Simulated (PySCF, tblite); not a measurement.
**C₂H₄BrOSi radical: geometry, infrared bands and EPR parameters**

Aim: predict the infrared bands and EPR parameters of C₂H₄BrOSi radical (`O=C[CH][SiH2]Br`).

The runs use tblite 0.8.0 and PySCF 2.14.0, with density-fitted response routines of our own; the level of theory stands in each step. All values are computed, except where a source is named. Atoms are numbered from 0 throughout.

## 1. The molecule as given

9 atoms, charge 0, multiplicity 2; geometry from: force field or distance geometry start.

Bonds of the start (Å): O0–C1 1.23, C1–C2 1.50, C2–Si3 1.86, Si3–Br4 2.26, C1–H5 1.07, C2–H6 1.10, Si3–H7 1.46, Si3–H8 1.48.

## 2. Optimising the geometry with GFN2-xTB

The job: settings as JSON, then the geometry in Å.

```
{"job": {"kind": "relax", "xc": "GFN2-xTB", "basis": "xTB"}, "charge": 0, "multiplicity": 2}
O     -0.673900    -0.496300    -1.765200
C     -1.301800    -0.622300    -0.714200
C     -0.520200    -0.430200     0.546300
Si     1.018700     0.583600     0.319700
Br     2.771000    -0.822300     0.586000
H     -2.341900    -0.877100    -0.729600
H     -1.129300    -0.125500     1.412400
H      1.020200     1.156600    -1.026000
H      1.170900     1.639600     1.345300
```

Run with:

```sh
> OMP_NUM_THREADS=1 python probes_run.py task.json out
```

This one command runs all jobs of the session in turn.

Log:

```text
step      E/eV     max force
  0    -439.15587    2.986
  1    -439.30471    1.285
  2    -439.36154    1.127
  3    -439.41991    0.860
  4    -439.48383    0.597
  5    -439.50238    0.575
  6    -439.54528    0.407
  7    -439.55683    0.311
  8    -439.56677    0.248
  9    -439.57313    0.238
 10    -439.57948    0.237
 11    -439.58474    0.206
 12    -439.58891    0.208
 13    -439.59241    0.160
 14    -439.59588    0.202
 15    -439.59947    0.187
 16    -439.60213    0.163
 17    -439.60387    0.142
 18    -439.60560    0.120
 19    -439.60780    0.125
 20    -439.61037    0.175
 21    -439.61331    0.196
 22    -439.61551    0.139
 23    -439.61663    0.067
 24    -439.61715    0.048
 25    -439.61735    0.044
 26    -439.61752    0.046
 27    -439.61778    0.054
 28    -439.61818    0.072
 29    -439.61880    0.085
 30    -439.61962    0.104
 31    -439.62055    0.124
 32    -439.62141    0.101
 33    -439.62197    0.070
 34    -439.62237    0.061
 35    -439.62271    0.047
 36    -439.62303    0.061
 37    -439.62340    0.063
 38    -439.62379    0.049
 39    -439.62414    0.042
 40    -439.62438    0.027
 41    -439.62448    0.027
 42    -439.62453    0.032
 43    -439.62461    0.036
 44    -439.62484    0.052
 45    -439.62496    0.041
 46    -439.62507    0.023
 47    -439.62512    0.023
 48    -439.62518    0.024
 49    -439.62529    0.043
 50    -439.62550    0.055
 51    -439.62586    0.063
 52    -439.62625    0.060
 53    -439.62662    0.096
 54    -439.62708    0.101
 55    -439.62800    0.111
 56    -439.62898    0.091
 57    -439.62989    0.098
 58    -439.63122    0.167
 59    -439.63295    0.309
 60    -439.63594    0.296
 61    -439.63114    0.995
 62    -439.64656    0.257
 63    -439.65391    0.285
 64    -439.63907    1.017
 65    -439.65858    0.098
 66    -439.66029    0.264
 67    -439.66240    0.255
 68    -439.66378    0.135
 69    -439.66438    0.082
 70    -439.66591    0.083
 71    -439.66866    0.143
 72    -439.67309    0.157
 73    -439.67935    0.182
 74    -439.67368    0.896
 75    -439.68321    0.444
 76    -439.68444    0.344
 77    -439.68704    0.086
 78    -439.68808    0.205
 79    -439.68913    0.166
 80    -439.69035    0.106
 81    -439.69135    0.106
 82    -439.69283    0.117
 83    -439.69429    0.113
 84    -439.69577    0.104
 85    -439.69704    0.111
 86    -439.69807    0.228
 87    -439.69955    0.113
 88    -439.70132    0.099
 89    -439.70183    0.098
 90    -439.70217    0.089
 91    -439.70241    0.094
 92    -439.70261    0.063
 93    -439.70278    0.065
 94    -439.70297    0.048
 95    -439.70315    0.033
 96    -439.70329    0.027
 97    -439.70339    0.026
 98    -439.70349    0.022
 99    -439.70357    0.023
100    -439.70361    0.025
101    -439.70364    0.022
102    -439.70367    0.019
103    -439.70372    0.024
104    -439.70378    0.030
105    -439.70384    0.024
106    -439.70387    0.016
107    -439.70389    0.005
```

Run time: 0.34 s. Hardware: 1 thread of AMD EPYC 9B45, shared host.

Relaxation path: (not every step is listed)

| step | energy from step 0 (eV) | largest force (eV/Å) |
| --- | --- | --- |
| 0 | 0.0000 | 2.9857 |
| 1 | -0.1488 | 1.2847 |
| 2 | -0.2057 | 1.1274 |
| 3 | -0.2640 | 0.8604 |
| 4 | -0.3280 | 0.5970 |
| 5 | -0.3465 | 0.5753 |
| 6 | -0.3894 | 0.4066 |
| 7 | -0.4010 | 0.3113 |
| 8 | -0.4109 | 0.2480 |
| 17 | -0.4480 | 0.1419 |
| 26 | -0.4617 | 0.0457 |
| 35 | -0.4668 | 0.0473 |
| 44 | -0.4690 | 0.0516 |
| 53 | -0.4708 | 0.0955 |
| 62 | -0.4907 | 0.2569 |
| 71 | -0.5128 | 0.1426 |
| 80 | -0.5345 | 0.1063 |
| 89 | -0.5460 | 0.0985 |
| 98 | -0.5476 | 0.0220 |
| 102 | -0.5478 | 0.0186 |
| 103 | -0.5478 | 0.0243 |
| 104 | -0.5479 | 0.0296 |
| 105 | -0.5480 | 0.0244 |
| 106 | -0.5480 | 0.0155 |
| 107 | -0.5480 | 0.0046 |

Close pairs (by a distance rule), those that changed most:

| bond | before (Å) | after (Å) | change (Å) |
| --- | --- | --- | --- |
| C1–C2 | 1.496 | 1.413 | -0.083 |
| Si3–Br4 | 2.262 | 2.223 | -0.039 |
| C1–H5 | 1.071 | 1.101 | +0.030 |
| Si3–H8 | 1.480 | 1.454 | -0.026 |
| C2–H6 | 1.102 | 1.079 | -0.023 |
| C2–Si3 | 1.857 | 1.870 | +0.013 |
| Si3–H7 | 1.463 | 1.454 | -0.009 |
| O0–C1 | 1.231 | 1.228 | -0.003 |

The end geometry stands in the next job.

## 3. Vibrational analysis with GFN2-xTB

The job: settings as JSON, then the geometry in Å.

```
{"job": {"kind": "ir", "xc": "GFN2-xTB", "basis": "xTB"}, "charge": 0, "multiplicity": 2}
O     -1.315013     0.669004    -1.354731
C     -1.451420    -0.266827    -0.571065
C     -0.412535    -0.606805     0.323741
Si     1.074322     0.510620     0.130148
Br     2.530933    -0.239785     1.632582
H     -2.382524    -0.854346    -0.552428
H     -0.519086    -1.426484     1.017526
H      1.714848     0.340012    -1.163680
H      0.774037     1.880605     0.512727
```

Log:

```text
mode    cm-1     km/mol
  1      45.4     18.59
  2      90.8     28.75
  3     128.2      8.99
  4     206.0      3.81
  5     393.2     16.22
  6     398.5     13.40
  7     495.3     56.94
  8     582.8     16.47
  9     605.0     35.96
 10     703.4    222.49
 11     741.2    249.12
 12     797.8     14.51
 13     826.2     35.20
 14    1054.7      1.07
 15    1275.8    112.35
 16    1346.3     43.59
 17    1560.3    131.49
 18    2329.6    206.32
 19    2341.8     84.42
 20    2837.0    127.76
 21    3083.0      5.46
```

Run time: 0.13 s. Hardware: 1 thread of AMD EPYC 9B45, shared host.

The strongest bands and the atoms that carry them (share of the mass-weighted mode):

| cm⁻¹ | km/mol | atoms |
| --- | --- | --- |
| 495 | 56.9 | H6 48 %, C2 20 %, H5 11 % |
| 703 | 222.5 | H7 41 %, H8 41 %, Si3 15 % |
| 741 | 249.1 | H7 47 %, H8 46 % |
| 1276 | 112.3 | C2 52 %, C1 19 %, H6 16 %, H5 12 % |
| 1560 | 131.5 | C1 58 %, O0 39 % |
| 2330 | 206.3 | H8 48 %, H7 48 % |
| 2342 | 84.4 | H7 49 %, H8 49 % |
| 2837 | 127.8 | H5 94 % |

## 4. EPR parameters: B3LYP/def2-TZVP-core+pcH-1

Same as in step 3 but for these lines:

```diff
@@ -1,2 +1,2 @@
-{"job": {"kind": "ir", "xc": "GFN2-xTB", "basis": "xTB"}, "charge": 0, "multiplicity": 2}
+{"job": {"kind": "epr", "basis": "pcH-1"}, "charge": 0, "multiplicity": 2}
 O     -1.315013     0.669004    -1.354731
```

Method: UKS B3LYP, def2-TZVP-core on Br, pcH-1 on C H O Si, non-relativistic, mean-field spin-orbit, GIAO.

Log:

```text
UKS, coarse grid
  cycle   1  E = -3017.39152195  |g| = 1.65e+00
  cycle   2  E = -3016.21014129  |g| = 1.69e+00
  cycle   3  E = -3016.83135470  |g| = 1.34e+00
  cycle   4  E = -3017.50488519  |g| = 2.90e-01
  cycle   5  E = -3017.54193689  |g| = 9.29e-02
  cycle   6  E = -3017.54577531  |g| = 3.84e-02
  cycle   7  E = -3017.54667620  |g| = 1.12e-02
  cycle   8  E = -3017.54679956  |g| = 6.04e-03
  cycle   9  E = -3017.54685142  |g| = 2.70e-03
  cycle  10  E = -3017.54685584  |g| = 1.50e-03
  cycle  11  E = -3017.54686171  |g| = 3.48e-04
UKS, final grid
  cycle   1  E = -3017.54684247  |g| = 3.55e-04
  cycle   2  E = -3017.54684245  |g| = 5.31e-04
  cycle   3  E = -3017.54684254  |g| = 1.21e-04
  cycle   4  E = -3017.54684255  |g| = 8.48e-05
  cycle   5  E = -3017.54684255  |g| = 1.95e-05
E = -3017.54684255 Eh   <S^2> = 0.7649 (exact 0.7500)
g shifts (ppm)      1          2          3
  rmc          -185       -185       -185
  gc             -8         36         38
  oz_so        -436       2128       7149
  total        -630       1978       7002
hyperfine (MHz)  atom isotope    a_iso     a_fc   dipolar eigenvalues
    0   17O     -22.97     -22.16   -104.72     52.18     52.53
    1   13C     -38.91     -39.04    -16.21      4.97     11.24
    2   13C      61.41      61.79    -60.97    -60.46    121.43
    3  29Si      39.58      39.59     -2.21      0.06      2.15
    4  79Br      -1.69      -1.99     -3.66     -0.18      3.84
    5    1H       0.92       0.88     -5.18     -1.73      6.91
    6    1H     -49.30     -49.26    -29.41     -1.55     30.96
    7    1H      36.49      36.50     -2.43     -1.92      4.35
    8    1H      36.47      36.48     -2.43     -1.93      4.35
```

Wall time 56 s (1 thread of AMD EPYC 9B45, shared host); peak memory 0.91 GiB.

Principal g values 2.00169, 2.00430, 2.00932; g(iso) = 2.00510, against 2.00232 for a free electron.

Hyperfine couplings; where a row names several nuclei, a(iso) is their mean (it holds for fast rotation or exchange) and the dipolar term the largest among them:

| nuclei | isotope | a(iso) (MHz) | a(iso) (G, at g = 2.0023) | largest dipolar term (MHz) |
| --- | --- | --- | --- | --- |
| C2 | 13C | 61.4 | 21.9 | 121.4 |
| H6 | 1H | -49.3 | -17.6 | 31.0 |
| Si3 | 29Si | 39.6 | 14.1 | -2.2 |
| C1 | 13C | -38.9 | -13.9 | -16.2 |
| H7, H8 | 1H | 36.5 | 13.0 | 4.4 |
| O0 | 17O | -23.0 | -8.2 | -104.7 |
| Br4 | 79Br | -1.7 | -0.6 | 3.8 |
| H5 | 1H | 0.9 | 0.3 | 6.9 |

Mulliken spin populations:

| atom | value (e) |
| --- | --- |
| O0 | 0.34 |
| C1 | -0.14 |
| C2 | 0.83 |
| Si3 | -0.04 |
| Br4 | 0.00 |
| H5 | 0.00 |
| H6 | -0.03 |
| H7 | 0.02 |
| H8 | 0.02 |

In first order the couplings over 0.8 MHz of 1H, 79Br give 48 distinct lines over 45.8 G, if the averaged nuclei exchange fast; the same motion can average rows kept apart here too.

The fields below are evaluated on a grid from the run's orbitals.

ELF in a plane through or near 7 of the atoms.

Ten even steps from ' ' (0.00) to '@' (1.00):
```
                                                        
                                                        
                                                        
          ::::----::        --==::                      
      ..--**######**--    %%@@@@@@==                    
    ..--**######%%##++  ..@@@@@@@@++                    
    ::++##--::--++##++  ..%%@@@@@@--    ::==::          
  ..--##%%::##**::##++..--######**..  ++@@@@@@::        
  ..==##%%==::--==##**--%%##..++##++++@@@@@@@@**        
  ..--**%%%%##**%%**....**@@**==@@--==@@@@@@@@##        
    ..==****++++++  ##**..##++--==--::**##**++..        
      ..::::....::  --**  ......**%%%%==..              
                ..--::::..  ..**%%--++##--              
                ..::----..  ..%%@@==##@@##::            
                  ......    ..**%%%%%%%%**::            
                              ::==++++==::              
                                                        
                                                        
                                                        
                                                        
```
The map spans 10.8 Å across and 8.7 Å up, centred on the molecule. Atoms in the plane (x, y in Å): O0 (1.5, -1.3), C1 (1.6, -0.1), C2 (0.4, 0.7), Si3 (-1.1, -0.3), Br4 (-2.8, 1.1), H5 (2.6, 0.4), H6 (0.5, 1.8).

On the surface of density 0.002 e/bohr³ the electrostatic potential runs, from the 1st to the 99th percentile, from -1.28 V near O0 to 1.42 V near H6.

The spin density lies nearest to C2 52 %; O0 27 %; C1 8 % (beta excess); H6 7 %.

## 5. What came out

| quantity | value |
| --- | --- |
| strongest single infrared mode (GFN2-xTB) | 741 cm⁻¹, 249 km/mol |
| zero-point energy (GFN2-xTB) | 31.2 kcal/mol |
| g(iso) (B3LYP) | 2.00510 |
| ⟨S²⟩ | 0.765 (exact 0.75) |
| largest a(iso) (averaged by class) | 13C on C2, 61.4 MHz |
| potential on the surface of density 0.002 e/bohr³, 1st and 99th percentile | -1.28 V and 1.42 V |

In words: The optimisation took 107 steps and gained 0.548 eV; among the close pairs (by a distance rule), C1–C2 changed most, from 1.496 to 1.413 Å. No mode is imaginary among the 21: a minimum at this level. The strongest single mode, at 741 cm⁻¹, moves mainly H7 and H8. GFN2-xTB is a fitted tight-binding method: band positions and strengths are rough. Its intensities can rank the bands wrongly. C2 carries the largest spin population, 0.83 e. The isotropic g lies 2.8 ppt above the free-electron value. The hyperfine terms hold no scalar relativity, which the heavier nuclei need. These values are for one conformer; the search (at its own cheap level) found 2 more, at 0.00, 3.86 kcal/mol (those within 0.05 may be mirror or relabelled copies), and measured spectra average over such forms.
